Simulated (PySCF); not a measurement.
**Sn(CCH)Me3: geometry, NMR shifts and electronic excitations**

What NMR shifts and electronic excitations should Sn(CCH)Me3 (`C#[C][Sn]([CH3])([CH3])[CH3]`) show?

The runs use PySCF 2.14.0, with density-fitted response routines of our own; the level of theory stands in each step. All values are computed, except where a source is named. Atoms count from 0, in the outputs and in this text.

### Step 1. Starting geometry

16 atoms, charge 0, multiplicity 1; geometry from: GFN2-xTB. The atoms were then displaced at random by about 0.03 Å, so the start is not that level's minimum.

Bonds of the start (Å): Sn0–C1 2.08, Sn0–C4 2.14, Sn0–C8 2.28, Sn0–C12 2.19, C1–C2 1.18, C2–H3 1.08, C4–H5 1.06, C4–H6 1.11, C4–H7 1.14, C8–H9 1.11, C8–H10 1.04, C8–H11 1.05, C12–H13 1.07, C12–H14 1.18, C12–H15 1.03.

### Step 2. Relaxing the molecule at PBE0-D3(BJ)/def2-SVP

Job settings and geometry (Å):

```
{"job": {"xc": "PBE0", "basis": "def2-SVP", "d3": "d3bj", "grid": 1, "maxiter": 40, "shake": 0.03, "kind": "geom"}, "charge": 0, "multiplicity": 1}
Sn     0.062540    -0.078290    -0.047390
C     -0.014350    -0.016780     2.033600
C     -0.060380    -0.006890     3.216590
H      0.096510     0.009300     4.285810
C      2.078690    -0.018800    -0.748380
H      2.126210    -0.082150    -1.802630
H      2.652590    -0.831990    -0.266390
H      2.620570     0.941880    -0.443660
C     -1.046460     1.824720    -0.647430
H     -1.000210     1.895950    -1.754430
H     -0.613790     2.676720    -0.232010
H     -2.064530     1.771410    -0.386190
C     -1.130400    -1.779180    -0.733970
H     -2.090090    -1.834030    -0.255540
H     -0.517870    -2.726420    -0.388090
H     -1.133410    -1.779390    -1.763470
```

The run is started by

```sh
$ OMP_NUM_THREADS=1 python probes_run.py task.json out
```

One launch serves the whole session: the jobs run in the order shown.

Standard output:

```text
step   0  E = -410.37042537  max force = 0.081938
step   1  E = -410.39314021  max force = 0.009653
step   2  E = -410.39479645  max force = 0.007065
step   3  E = -410.39535806  max force = 0.001881
step   4  E = -410.39541645  max force = 0.000669
step   5  E = -410.39542895  max force = 0.000458
step   6  E = -410.39543813  max force = 0.000267
optimisation converged
```

Run time: 3.6 min. Hardware: 1 thread of Intel Xeon at 2.50GHz, shared host; peak memory 0.57 GiB.

Relaxation path:

```tsv
step	energy from step 0 (eV)	largest force component (eV/Å)
0	0.0000	4.2134
1	-0.6181	0.4964
2	-0.6632	0.3633
3	-0.6785	0.0967
4	-0.6800	0.0344
5	-0.6804	0.0236
6	-0.6806	0.0137
```

Distances of close pairs at the start and the end, largest changes first:

```tsv
bond	before (Å)	after (Å)	change (Å)
Sn0–C8	2.283	2.148	-0.135
C12–H14	1.180	1.099	-0.081
C12–H15	1.030	1.099	+0.070
C8–H10	1.042	1.099	+0.057
C8–H11	1.052	1.099	+0.047
C4–H7	1.144	1.099	-0.045
C4–H5	1.057	1.100	+0.042
Sn0–C12	2.188	2.148	-0.040
```

The end geometry stands in the next job.

```tsv
at the end point	value
rotational constants (GHz, main isotopes)	2.412, 1.550, 1.548
dipole moment (D)	1.08
```

### Step 3. Nuclear shieldings: PBE0/def2-TZVP+pcSseg-1

Job settings and geometry (Å):

```
{"job": {"kind": "nmr", "xc": "PBE0", "basis": {"default": "pcSseg-1", "Sn": "def2-TZVP"}}, "charge": 0, "multiplicity": 1}
Sn    -0.002090    -0.000582    -0.073636
C      0.023982    -0.012037     2.036956
C      0.024905    -0.021637     3.255809
H      0.025400    -0.030474     4.331494
C      2.041115    -0.008401    -0.734273
H      2.087925    -0.109811    -1.828106
H      2.577238    -0.850348    -0.274231
H      2.537522     0.927823    -0.442423
C     -1.023497     1.786125    -0.688490
H     -0.988280     1.887060    -1.782796
H     -0.543124     2.663462    -0.233247
H     -2.073803     1.751399    -0.366904
C     -1.042838    -1.770798    -0.702493
H     -2.049605    -1.788834    -0.261950
H     -0.496678    -2.665340    -0.371321
H     -1.132552    -1.791546    -1.797970
```

Level: GIAO PBE0/pcSseg-1 Sn:def2-TZVP NMR shielding, scalar relativity only through core potentials, gas phase.

Standard output:

```text
coarse grid: 58648 points
cycle   1  E = -408.7069667708  dE = -3.500e+01  |g| = 2.916e+00  |ddm| = 3.196e+01
cycle   2  E = -400.7866491908  dE =  7.920e+00  |g| = 6.945e+00  |ddm| = 2.236e+01
cycle   3  E = -410.4780381913  dE = -9.691e+00  |g| = 3.955e-01  |ddm| = 2.125e+01
cycle   4  E = -410.4599434662  dE =  1.809e-02  |g| = 4.723e-01  |ddm| = 8.853e-01
cycle   5  E = -410.5167436226  dE = -5.680e-02  |g| = 7.820e-02  |ddm| = 3.686e-01
cycle   6  E = -410.5178495401  dE = -1.106e-03  |g| = 3.460e-02  |ddm| = 9.394e-02
cycle   7  E = -410.5181368324  dE = -2.873e-04  |g| = 7.131e-03  |ddm| = 3.644e-02
cycle   8  E = -410.5181490118  dE = -1.218e-05  |g| = 2.246e-03  |ddm| = 1.033e-02
cycle   9  E = -410.5181503241  dE = -1.312e-06  |g| = 3.916e-04  |ddm| = 2.046e-03
final grid: 123808 points
cycle  10  E = -410.5181783424  dE =  8.842e-09  |g| = 4.916e-04  |ddm| = 1.568e-03
cycle  11  E = -410.5181782026  dE =  1.398e-07  |g| = 8.947e-04  |ddm| = 1.252e-03
cycle  12  E = -410.5181783966  dE = -1.940e-07  |g| = 1.823e-04  |ddm| = 7.761e-04
cycle  13  E = -410.5181784046  dE = -8.000e-09  |g| = 1.102e-05  |ddm| = 1.424e-04
cycle  14  E = -410.5181784046  dE = -2.080e-11  |g| = 1.990e-06  |ddm| = 1.316e-05
converged SCF energy = -410.5181784046

GIAO shielding tensors (ppm)
atom      isotropic    diamagn.    paramagn.     s11        s22        s33       span
  0 Sn         nan         nan         nan        nan        nan        nan        nan
  1 C       91.970     260.953    -168.983     -8.912     -8.772    293.594    302.506
  2 C       81.406     262.919    -181.514     -7.165     -7.078    258.460    265.625
  3 H       29.302      33.598      -4.295     23.679     23.682     40.546     16.868
  4 C      190.590     252.092     -61.502    187.092    190.112    194.567      7.475
  5 H       31.275      29.683       1.592     25.522     28.229     40.074     14.552
  6 H       30.979      29.512       1.467     25.271     28.074     39.592     14.321
  7 H       30.986      29.527       1.459     25.277     28.084     39.597     14.320
  8 C      190.501     252.122     -61.620    187.138    189.853    194.513      7.375
  9 H       31.261      29.684       1.577     25.513     28.222     40.050     14.537
 10 H       30.980      29.529       1.451     25.284     28.071     39.585     14.300
 11 H       30.982      29.533       1.450     25.273     28.076     39.598     14.325
 12 C      190.495     252.126     -61.631    186.952    190.075    194.459      7.507
 13 H       30.980      29.531       1.449     25.292     28.061     39.587     14.295
 14 H       30.969      29.530       1.440     25.276     28.066     39.567     14.291
 15 H       31.272      29.690       1.582     25.527     28.212     40.077     14.550
```

Wall time 99 s (1 thread of Intel Xeon at 2.50GHz, shared host); peak memory 1.1 GiB.

The references, computed at this level on geometries of the same kind, shield at (ppm): 1H TMS 31.27, 13C TMS 184.4. Their shielding less the atom's gives the shift. The references are single molecules in the gas phase. Atoms listed in one row are averaged.

```tsv
atoms	environment	σ (ppm)	δ (ppm)
C2	carbon bonded to C, H	81.4	103.0
C1	carbon bonded to C, Sn	92.0	92.4
C4, C8, C12	carbon bonded to Sn, 3 H	190.5	-6.1
H3	hydrogen on a carbon bonded to C	29.30	1.96
H5, H6, H7, H9, H10 and 4 more	hydrogen on a carbon bonded to Sn	31.08	0.19
```

Atoms past Kr carry core potentials, so their printed shieldings have no meaning and are left out of the table.

The run also stored atomic charges by several schemes (e):

```tsv
atoms	Mulliken	ESP fit
Sn0	0.65	1.12
C1	-0.06	-0.39
C2	-0.40	-0.28
C4, C8, C12	-0.53	-0.78
```

Mayer bond orders: Sn0–C1 0.81, Sn0–C4 1.03, Sn0–C8 1.03, Sn0–C12 1.03, C1–C2 2.57.

With diffuse functions Mulliken charges and Mayer bond orders lose their meaning; the other schemes are steadier.

The fields below are evaluated on a grid from the run's orbitals.

Frontier orbitals at PBE0/def2-TZVP+pcSseg-1, with the share of their density that lies nearest to each atom:

```tsv
orbital	energy (eV)	lies on
HOMO	-7.56	C1, C2 about 30 % each; C4 14 %
LUMO	0.54	C1, C2 about 25 % each; Sn0 11 %; H3, H13 about 6 % each
```

ELF in a plane through or near 5 of the atoms.

Values, 10 rows by 14 columns:
```
0.00 0.00 0.00 0.00 0.00 0.00 0.00 0.00 0.00 0.00 0.00 0.00 0.00 0.00
0.00 0.00 0.00 0.00 0.00 0.00 0.03 0.03 0.00 0.00 0.00 0.00 0.00 0.00
0.00 0.00 0.00 0.00 0.02 0.11 0.91 0.98 0.03 0.00 0.00 0.00 0.00 0.00
0.00 0.00 0.00 0.00 0.91 1.00 0.29 0.65 0.01 0.06 0.09 0.00 0.00 0.00
0.00 0.00 0.00 0.00 0.08 0.39 0.79 0.41 0.23 0.58 0.60 0.23 0.02 0.00
0.00 0.00 0.00 0.00 0.00 0.04 0.24 0.23 0.51 0.68 0.66 0.60 0.12 0.00
0.00 0.00 0.00 0.00 0.67 0.97 0.50 0.60 0.04 0.30 0.37 0.05 0.00 0.00
0.00 0.00 0.00 0.00 0.56 0.94 0.70 0.60 0.01 0.00 0.00 0.00 0.00 0.00
0.00 0.00 0.00 0.00 0.00 0.05 0.40 0.41 0.00 0.00 0.00 0.00 0.00 0.00
0.00 0.00 0.00 0.00 0.00 0.00 0.00 0.00 0.00 0.00 0.00 0.00 0.00 0.00
```
The map spans 13.9 Å across and 10.6 Å up, centred on the molecule. Atoms in the plane (x, y in Å): C8 (-0.7, 1.7), H9 (-1.8, 1.8), H10 (-0.3, 2.6), C12 (-0.7, -1.8), H15 (-1.8, -1.9).

On the surface of density 0.002 e/bohr³ the electrostatic potential runs, from the 1st to the 99th percentile, from -1.05 V near C1 to 1.26 V near H3.

### Step 4. Ultraviolet spectrum: B3LYP/def2-SVPD

The job, as its differences from that of step 3:

```diff
@@ -1,2 +1,2 @@
-{"job": {"kind": "nmr", "xc": "PBE0", "basis": {"default": "pcSseg-1", "Sn": "def2-TZVP"}}, "charge": 0, "multiplicity": 1}
+{"job": {"kind": "uv", "xc": "B3LYP", "basis": "def2-SVPD", "ip": true, "nstates": 10}, "charge": 0, "multiplicity": 1}
 Sn    -0.002090    -0.000582    -0.073636
```

With the program's defaults for keys left out, this is: TDDFT B3LYP/def2-SVPD, vertical, gas phase, core orbitals frozen in the response.

Standard output:

```text
coarse grid: 58648 points
cycle   1  E = -408.3675859578  dE = -2.122e+01  |g| = 3.145e+00  |ddm| = 1.575e+01
cycle   2  E = -356.6579143163  dE =  5.171e+01  |g| = 1.169e+01  |ddm| = 3.227e+02
cycle   3  E = -410.6021706031  dE = -5.394e+01  |g| = 6.624e-01  |ddm| = 3.245e+02
cycle   4  E = -410.3538950846  dE =  2.483e-01  |g| = 1.193e+00  |ddm| = 3.195e+00
cycle   5  E = -410.7111138187  dE = -3.572e-01  |g| = 1.284e-01  |ddm| = 2.116e+00
cycle   6  E = -410.7155743372  dE = -4.461e-03  |g| = 2.139e-02  |ddm| = 2.764e-01
cycle   7  E = -410.7156866025  dE = -1.123e-04  |g| = 9.503e-03  |ddm| = 5.982e-02
cycle   8  E = -410.7157101532  dE = -2.355e-05  |g| = 2.479e-03  |ddm| = 1.684e-02
cycle   9  E = -410.7157118775  dE = -1.724e-06  |g| = 3.052e-04  |ddm| = 3.399e-03
final grid: 123808 points
cycle  10  E = -410.7157236082  dE = -7.608e-08  |g| = 3.867e-04  |ddm| = 9.544e-03
cycle  11  E = -410.7157234675  dE =  1.407e-07  |g| = 8.328e-04  |ddm| = 2.246e-03
cycle  12  E = -410.7157236467  dE = -1.792e-07  |g| = 1.185e-04  |ddm| = 1.457e-03
cycle  13  E = -410.7157236506  dE = -3.898e-09  |g| = 1.487e-05  |ddm| = 2.409e-04
cycle  14  E = -410.7157236507  dE = -5.991e-11  |g| = 3.350e-06  |ddm| = 2.834e-05
converged SCF energy = -410.7157236507

Static polarisability (au): isotropic 100.604, principal 94.762 94.891 112.161

Singlet excitations
state   eV       nm        f      main configurations
  1   6.0834    203.8   0.00000   H-1->L+1 0.37, H->L+2 0.36
  2   6.2340    198.9   0.00506   H->L+1 0.43, H-1->L+2 0.43
  3   6.2352    198.8   0.00510   H->L+2 0.43, H-1->L+1 0.42
  4   6.5162    190.3   0.07303   H->L 0.98
  5   6.5176    190.2   0.07377   H-1->L 0.97
  6   7.1925    172.4   0.26109   H->L+1 0.31, H-1->L+2 0.31
  7   7.2267    171.6   0.01915   H-2->L 0.93
  8   7.2293    171.5   0.01915   H-3->L 0.93
  9   7.2404    171.2   0.00011   H-2->L+1 0.25, H-3->L+2 0.23, H-2->L+2 0.16
 10   7.3564    168.5   0.04455   H-3->L+2 0.26, H-2->L+1 0.24, H-3->L+1 0.12

Triplet excitations (Tamm-Dancoff, eV): 5.0290 5.4651 5.4659 6.0916
Vertical ionisation energy (delta-SCF) = 9.2784 eV
```

Wall time 7.9 min (1 thread of Intel Xeon at 2.50GHz, shared host); peak memory 1 GiB.

The orbitals next to the gap, with their largest atomic shares:

```tsv
orbital	eV	atoms
HOMO−3	-8.14	C12 21 %, C1 18 %, Sn0 16 %
HOMO−2	-8.14	C8 19 %, C1 18 %, Sn0 16 %
HOMO−1	-7.35	C2 30 %, C1 29 %, C12 12 %
HOMO	-7.34	C2 30 %, C1 29 %, C4 14 %
LUMO	-0.13	Sn0 34 %, C8 8 %, C12 8 %
LUMO+1	0.19	C2 26 %, C1 23 %, Sn0 14 %
LUMO+2	0.19	C2 26 %, C1 23 %, Sn0 14 %
```

With each of the 10 states as a Gaussian band of 0.4 eV half-width at 1/e, the curve within the window shown has maxima at 172 nm (ε 14,000) L/(mol cm). Beyond the last state computed it falls off for lack of states. The curve at chosen wavelengths:

| nm | ε (L/mol/cm) |
| --- | --- |
| 162 | 4278 |
| 165 | 7940 |
| 167 | 10491 |
| 170 | 13296 |
| 172 | 13975 |
| 175 | 13170 |
| 177 | 11853 |
| 180 | 9718 |
| 182 | 8621 |
| 185 | 7666 |
| 188 | 7222 |
| 190 | 6945 |
| 193 | 6278 |
| 195 | 5629 |
| 198 | 4447 |
| 200 | 3622 |
| 203 | 2488 |
| 206 | 1586 |
| 208 | 1131 |
| 211 | 649 |
| 213 | 435 |
| 216 | 229 |
| 218 | 146 |
| 221 | 72 |
| 223 | 44 |
| 226 | 20 |

Leading natural transition orbitals of singlet state 6: the hole lies on C4 27 %; C8 16 %; Sn0 14 %; the particle on C1, C2 about 14 % each; H6, H11 about 10 % each; Sn0 8 %.

Leading natural transition orbitals of singlet state 1: the hole lies on C1, C2 about 42 % each; the particle on C1, C2 about 31 % each; H3 11 %; Sn0 8 %.

Further results of this job:

```tsv
property	computed
dipole moment (D)	1.05
polarisability (Å³)	14.91
HOMO–LUMO gap (eV)	7.21
−ε(HOMO) (eV)	7.34
```

### Step 5. NMR shieldings: wB97X-D/def2-TZVP+pcSseg-1

The job, as its differences from that of step 4:

```diff
@@ -1,2 +1,2 @@
-{"job": {"kind": "uv", "xc": "B3LYP", "basis": "def2-SVPD", "ip": true, "nstates": 10}, "charge": 0, "multiplicity": 1}
+{"job": {"kind": "nmr", "xc": "wB97X-D", "basis": {"default": "pcSseg-1", "Sn": "def2-TZVP"}, "pop": false}, "charge": 0, "multiplicity": 1}
 Sn    -0.002090    -0.000582    -0.073636
```

Method: GIAO wB97X-D/pcSseg-1 Sn:def2-TZVP NMR shielding, scalar relativity only through core potentials, gas phase.

Standard output:

```text
coarse grid: 58648 points
cycle   1  E = -409.3436149356  dE = -3.537e+01  |g| = 2.629e+00  |ddm| = 3.204e+01
cycle   2  E = -409.1228316195  dE =  2.208e-01  |g| = 3.139e+00  |ddm| = 6.968e+00
cycle   3  E = -410.7427434932  dE = -1.620e+00  |g| = 3.302e-01  |ddm| = 3.245e+00
cycle   4  E = -410.7447708590  dE = -2.027e-03  |g| = 3.255e-01  |ddm| = 4.781e-01
cycle   5  E = -410.7690558568  dE = -2.428e-02  |g| = 1.956e-02  |ddm| = 2.940e-01
cycle   6  E = -410.7691906183  dE = -1.348e-04  |g| = 4.390e-03  |ddm| = 4.236e-02
cycle   7  E = -410.7691991963  dE = -8.578e-06  |g| = 1.476e-03  |ddm| = 2.136e-02
final grid: 123808 points
cycle   8  E = -410.7663017046  dE = -1.098e-05  |g| = 2.093e-03  |ddm| = 1.703e-02
cycle   9  E = -410.7663018038  dE = -9.921e-08  |g| = 1.880e-03  |ddm| = 4.136e-03
cycle  10  E = -410.7663023979  dE = -5.941e-07  |g| = 3.470e-04  |ddm| = 1.987e-03
cycle  11  E = -410.7663024252  dE = -2.736e-08  |g| = 8.564e-05  |ddm| = 2.602e-04
cycle  12  E = -410.7663024272  dE = -1.979e-09  |g| = 1.551e-05  |ddm| = 1.616e-04
cycle  13  E = -410.7663024273  dE = -8.311e-11  |g| = 4.261e-06  |ddm| = 3.315e-05
converged SCF energy = -410.7663024273

GIAO shielding tensors (ppm)
atom      isotropic    diamagn.    paramagn.     s11        s22        s33       span
  0 Sn         nan         nan         nan        nan        nan        nan        nan
  1 C       93.121     260.459    -167.338     -7.736     -7.602    294.702    302.438
  2 C       80.181     263.231    -183.049     -9.656     -9.571    259.771    269.427
  3 H       29.406      33.262      -3.857     23.773     23.777     40.666     16.892
  4 C      191.439     251.754     -60.314    188.556    191.792    193.970      5.415
  5 H       31.419      29.799       1.620     25.676     28.361     40.221     14.544
  6 H       31.126      29.655       1.471     25.437     28.216     39.725     14.289
  7 H       31.132      29.667       1.465     25.442     28.225     39.728     14.285
  8 C      191.363     251.783     -60.420    188.614    191.557    193.919      5.305
  9 H       31.407      29.800       1.607     25.669     28.354     40.197     14.528
 10 H       31.127      29.672       1.455     25.450     28.213     39.719     14.269
 11 H       31.128      29.671       1.457     25.436     28.217     39.729     14.292
 12 C      191.358     251.789     -60.431    188.438    191.775    193.862      5.424
 13 H       31.127      29.674       1.453     25.457     28.203     39.720     14.262
 14 H       31.116      29.670       1.447     25.442     28.208     39.700     14.258
 15 H       31.416      29.806       1.610     25.682     28.343     40.223     14.541
```

Wall time 84 s (1 thread of Intel Xeon at 2.50GHz, shared host); peak memory 1.1 GiB.

This run: δ C2 104.4, C1 91.4, C4 -6.8, H3 1.97, H5 0.16 ppm (means over like atoms).

### Step 6. Side by side: NMR shifts

Shifts (ppm), means over like atoms, with basis size and wall time:

```tsv
run	C2	C1	C4	H3	H5	functions	time
PBE0/def2-TZVP+pcSseg-1	103.0	92.4	-6.1	1.96	0.19	185	99 s
wB97X-D/def2-TZVP+pcSseg-1	104.4	91.4	-6.8	1.97	0.16	185	84 s
```

### Step 7. Summary of results

| quantity | value |
| --- | --- |
| rotational constants (main isotopes) | 2.41, 1.55, 1.55 GHz |
| 13C shifts against TMS (PBE0/def2-TZVP+pcSseg-1, means over atoms taken as alike) | 103.0, 92.4, -6.1 ppm |
| 1H shifts against TMS (PBE0/def2-TZVP+pcSseg-1, means over atoms taken as alike) | 1.96, 0.19 ppm |
| surface potential, 1st and 99th percentile | -1.05 V and 1.26 V |
| lowest singlet (B3LYP/def2-SVPD) | 6.08 eV (204 nm), f = 0.000 |
| brightest single state of those computed | state 6, 7.19 eV, f = 0.261 |
| lowest triplet | 5.03 eV |
| vertical ionisation energy (ΔSCF) | 9.28 eV |
| range of the shift of C2 | 103.0 to 104.4 ppm |

In words: The start was shaken at random, so part of the energy gained undoes that. Relaxing lowered the energy by 0.681 eV in 6 steps; the close pair that moved most is Sn0–C8, from 2.283 to 2.148 Å. No frequency check was run at this level, so the end point may be a saddle. At PBE0/def2-TZVP+pcSseg-1: Shielding is most anisotropic at C1 (span 303 ppm, paramagnetic term -169 ppm). The first singlet state (HOMO−1→LUMO+1 0.37, HOMO→LUMO+2 0.36) lies at 6.08 eV and is dark; of the 10 states computed, the strongest absorption comes from state 6 at 7.19 eV. The lowest triplet lies 1.05 eV below the lowest singlet (triplets in Tamm-Dancoff, singlets in full TDDFT). Spin-orbit coupling, left out, mixes singlets and triplets in elements this heavy. The orbital energy would give 7.34 eV for ionisation, ΔSCF gives 9.28 eV. In ppm, C2 moves most: its shift spreads over 1.4 ppm, from 103.0 (PBE0/def2-TZVP+pcSseg-1) to 104.4 (wB97X-D/def2-TZVP+pcSseg-1). Spin-orbit coupling is left out, which matters for shieldings and couplings at and beside the heavy atoms.
